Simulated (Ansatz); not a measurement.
# CHFO (formyl fluoride): PBE0/STO-3G

Aim: the electronic atomisation energy of CHFO (formyl fluoride) at PBE0/STO-3G, from 5 runs. 

The results are computed with Ansatz 0.2.0.

73 further runs of the same task are left out: 73 set aside as unsound or not needed.

## 1. The molecule

CHFO: 4 atoms, total charge 0, spin state singlet. SMILES: `O=CF`. The coordinates come from a GFN2-xTB relaxation.

Bond lengths: O1–C2 1.171 Å, C2–F3 1.341 Å, C2–H4 1.098 Å. Angles: O1–C2–F3 122.3°, O1–C2–H4 129.0°, F3–C2–H4 108.7°.

## 2. The energy at PBE0/STO-3G

run.yaml

```yaml
crystal:
  periodic: [false, false, false]
  atoms:
    - {symbol: O, position_ang: [-0.889680, 0.196020, 0.829980]}
    - {symbol: C, position_ang: [-0.049740, 0.073340, 0.022930]}
    - {symbol: F, position_ang: [0.584370, -1.090860, -0.181350]}
    - {symbol: H, position_ang: [0.355050, 0.821510, -0.671560]}
basis:
  gaussian: {orbitals: STO-3G}
hamiltonian: {xc: {name: PBE0}}
accuracy: high
```

The run is started by

```
$ ansatz run run.yaml --threads 1 --pin off --max-ram 2610MiB --events-out events.jsonl --progress --plain --runs-dir runs
```

Log:

```text
Warning: RAYON_NUM_THREADS=1 ignored (pool sized by the plan → 1); use --threads N
Functional definition: PBE0
  name "PBE0"
  parameter a = 0.25
  parameter kappa = 0.804
  parameter beta = 0.06672455060314922
  exchange = (1 - a)*pbe_x(kappa = kappa, mu = beta*pi^2/3) + a*exact_x
  correlation = pbe_c(beta = beta)
273 factors; integrals over basis functions are off by at most 3.4e-8 eV
mean field evaluation 1: about -5727.6132 eV, gradient 3.0e1 eV
mean field evaluation 2: about -5721.7877 eV, gradient 6.0e1 eV
mean field evaluation 4: about -5730.2221 eV, gradient 2.1e0 eV
mean field evaluation 8: about -5730.2264 eV, gradient 2.3e-2 eV
mean field evaluation 16: about -5730.2264 eV, gradient 1.2e-8 eV
mean field -5730.22642901 eV, -210.5819371792 hartree, gradient 1.4e-8 eV, S^2 0.000000; 0 other end points of the search recorded, 0 dependent functions left out
reference -5730.22642982 eV, -210.5819372090 hartree; 12, 12 occupied and 4, 4 virtual orbitals, 273 factors
Total energy: -5730.22642982 eV, -210.5819372090 hartree
```

Wall time 0.77 s (1 thread of Arm Neoverse V1, shared host).

## 3. The C atom at the same level

molecule.yaml

```yaml
crystal:
  periodic: [false, false, false]
  atoms:
    - {symbol: C, position_ang: [0.000000, 0.000000, 0.000000]}
basis:
  gaussian:
    orbitals: STO-3G
magnetization:
  spin_polarized: true
  initial_magnetization: 2
hamiltonian:
  xc: {name: PBE0}
accuracy: high
```

Run the same way, it converges to -37.30347 Eh (log not shown).

## 4. The F atom

input.yaml

```yaml
crystal:
  periodic: [false, false, false]
  atoms:
    - symbol: F
      position_ang: [0.000000, 0.000000, 0.000000]
basis:
  gaussian:
    orbitals: STO-3G
magnetization:
  spin_polarized: true
  initial_magnetization: 1
hamiltonian:
  xc: pbe0
accuracy: high
```

The run is started by

```
$ ansatz run input.yaml --threads 1 --pin off --max-ram 2610MiB --events-out events.jsonl --progress --plain --runs-dir runs
```

Log (excerpt; [...] marks lines left out):

```text
Warning: RAYON_NUM_THREADS=1 ignored (pool sized by the plan → 1); use --threads N
[... 7 set-up lines as earlier in the session ...]
15 factors; integrals over basis functions are off by at most 1.2e-9 eV
mean field evaluation 1: about -2672.2343 eV, gradient 4.0e-13 eV
mean field evaluation 2: about -2672.2350 eV, gradient 4.3e-12 eV
mean field -2672.23498369 eV, -98.2028243448 hartree, gradient 0.0e0 eV, S^2 0.750000; 0 other end points of the search recorded, 0 dependent functions left out
reference -2672.23498392 eV, -98.2028243531 hartree; 5, 4 occupied and 0, 1 virtual orbitals, 15 factors
Total energy: -2672.23498392 eV, -98.2028243531 hartree
```

It took 0.16 s on 1 thread of Arm Neoverse V1, shared host.

## 5. The H atom, same level

job.yaml

```yaml
crystal:
  periodic: [false, false, false]
  atoms:
    - {symbol: H, position_ang: [0.000000, 0.000000, 0.000000]}
basis:
  gaussian: {orbitals: STO-3G}
magnetization: {spin_polarized: true, initial_magnetization: 1}
hamiltonian: {xc: {name: PBE0}}
accuracy: high
```

The run is started by

```
$ ansatz run job.yaml --threads 1 --pin off --max-ram 2610MiB --events-out events.jsonl --progress --plain --runs-dir runs
```

Log (excerpt; [...] marks lines left out):

```text
Warning: RAYON_NUM_THREADS=1 ignored (pool sized by the plan → 1); use --threads N
[... 7 set-up lines as earlier in the session ...]
1 factors; integrals over basis functions are off by at most 4.6e-10 eV
mean field evaluation 1: about -12.6944 eV, gradient 0.0e0 eV
mean field evaluation 2: about -12.6944 eV, gradient 0.0e0 eV
mean field -12.69435959 eV, -0.4665091103 hartree, gradient 0.0e0 eV, S^2 0.750000; 0 other end points of the search recorded, 0 dependent functions left out
reference -12.69436041 eV, -0.4665091406 hartree; 1, 0 occupied and 0, 1 virtual orbitals, 1 factors
Total energy: -12.69436041 eV, -0.4665091406 hartree
```

Wall time 0.08 s (1 thread of Arm Neoverse V1, shared host).

## 6. The O atom

run.yaml

```yaml
basis:
  gaussian:
    orbitals: STO-3G
crystal:
  periodic: [false, false, false]
  atoms:
    - symbol: O
      position_ang: [0.000000, 0.000000, 0.000000]
magnetization:
  spin_polarized: true
  initial_magnetization: 2
hamiltonian:
  xc: pbe0
accuracy: high
```

The run is started by

```
$ ansatz run run.yaml --threads 1 --pin off --max-ram 2610MiB --events-out events.jsonl --progress --plain --runs-dir runs
```

Log (excerpt; [...] marks lines left out):

```text
Warning: RAYON_NUM_THREADS=1 ignored (pool sized by the plan → 1); use --threads N
[... 7 set-up lines as earlier in the session ...]
15 factors; integrals over basis functions are off by at most 1.1e-9 eV
mean field evaluation 1: about -2013.0005 eV, gradient 2.2e-12 eV
mean field evaluation 2: about -2013.0012 eV, gradient 1.9e-11 eV
mean field -2013.00119857 eV, -73.9764295864 hartree, gradient 0.0e0 eV, S^2 2.000000; 0 other end points of the search recorded, 0 dependent functions left out
reference -2013.00119893 eV, -73.9764295996 hartree; 5, 3 occupied and 0, 2 virtual orbitals, 15 factors
Total energy: -2013.00119893 eV, -73.9764295996 hartree
```

Wall time 0.16 s (1 thread of Arm Neoverse V1, shared host).

## 7. Summary of results

At PBE0/STO-3G:

```
                     quantity          value
       molecule: total energy  -210.58194 Eh
         C atom: total energy   -37.30347 Eh
                 C atom: ⟨S²⟩          2.000
         F atom: total energy   -98.20282 Eh
                 F atom: ⟨S²⟩          0.750
         H atom: total energy    -0.46651 Eh
                 H atom: ⟨S²⟩          0.750
         O atom: total energy   -73.97643 Eh
                 O atom: ⟨S²⟩          2.000
electronic atomisation energy      17.217 eV
```

**Reading.** Taking the molecule apart into free atoms costs 17.22 eV (397 kcal/mol), before zero-point energy and without spin-orbit coupling. In a minimal basis such a difference can be off by several eV, whatever the method.
